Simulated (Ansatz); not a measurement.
# C2F2HfN2O2: the cost of one run

The runs use Ansatz 0.2.0, Gaussian basis; RKS PBE0-D4/def2-TZVP.

The runs, in order: relaxation at PBE0-D4/def2-TZVP; harmonic vibrations at the same level; a single point in def2-TZVPP for the fields.

## Step 1: Starting geometry

SMILES `O=C=[N][Hf]([F])([F])[N]=C=O`, 9 atoms, charge 0, spin multiplicity 1.

Atoms are counted from 1 here; the program's logs count them from 0.

Bond lengths: O1–C2 1.155 Å, C2–N3 1.196 Å, N3–Hf4 2.029 Å, Hf4–F5 1.863 Å, Hf4–F6 1.863 Å, Hf4–N7 2.029 Å, N7–C8 1.196 Å, C8–O9 1.155 Å. Angles: O1–C2–N3 179.2°, C2–N3–Hf4 176.5°, N3–Hf4–F5 108.6°, N3–Hf4–F6 108.7°, N3–Hf4–N7 120.0°, F5–Hf4–F6 100.5°, F5–Hf4–N7 108.7°, F6–Hf4–N7 108.6°, Hf4–N7–C8 176.8°, N7–C8–O9 179.5°.

The start is a GFN2-xTB geometry. Hf takes the def2 core potential; no spin-orbit term is included.

## Step 2: Geometry optimisation, PBE0-D4/def2-TZVP

Input file in.yaml:

```yaml
crystal:
  periodic: [false, false, false]
  atoms:
    - {symbol: O, position_ang: [4.004180, -0.629710, -0.367850]}
    - {symbol: C, position_ang: [2.887830, -0.332900, -0.386890]}
    - {symbol: N, position_ang: [1.728730, -0.036670, -0.393460]}
    - {symbol: Hf, position_ang: [-0.211890, 0.546020, -0.497120]}
    - {symbol: F, position_ang: [-0.784390, 0.396680, -2.263390]}
    - {symbol: F, position_ang: [-0.293520, 2.392830, -0.268380]}
    - {symbol: N, position_ang: [-1.595230, -0.317000, 0.710330]}
    - {symbol: C, position_ang: [-2.455780, -0.781630, 1.399150]}
    - {symbol: O, position_ang: [-3.279920, -1.237610, 2.067610]}
basis:
  gaussian: {orbitals: def2-TZVP}
hamiltonian: {xc: pbe0, dispersion: d4}
relax: {f_tol: 0.005, max_steps: 150}
```

The run is started by

```bash
$ ansatz run in.yaml --threads 4 --pin off --events-out ev --progress --plain --max-ram 11315MiB
```

Q: Estimate wall time and peak memory on 4 threads of Intel Xeon Platinum 8488C, shared host.

About 54 s, with a peak of 0.94 GiB.
